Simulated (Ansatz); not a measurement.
# Cr2: the cost of one run

Program: Ansatz 0.2.0. Level of theory: the levels named in each step. These are calculated values, not measurements.

## (1) Starting point

Bond lengths: Cr1–Cr2 2.465 Å.

Structure file:

```xyz
2

Cr    0.0000    0.0000    0.0000
Cr    0.0000    0.0000    2.4652
```

## (2) A rough first relaxation, PBE-D4/def2-SVP

The input, input.yaml:

```yaml
crystal:
  periodic: [false, false, false]
  atoms:
    - { symbol: Cr, position_ang: [0.0, 0.0, 0.0] }
    - { symbol: Cr, position_ang: [0.0, 0.0, 2.46524] }
magnetization:
  spin_polarized: true
  initial_magnetization: 11
total_charge: 1
basis:
  gaussian: { orbitals: def2-SVP }
hamiltonian:
  xc: pbe
  dispersion: d4
relax:
  f_tol: 0.03
  max_steps: 200
```

Run with:

```console
$ ansatz run input.yaml --threads 4 --pin off --max-ram 10240MiB --backend cpu --events-out ev --progress --plain --runs-dir out
```

What time and memory should one allow on 4 threads of Intel Xeon at 2.50GHz (Skylake/Cascade Lake), shared host?

About 18 s, with a peak of 0.18 GiB.
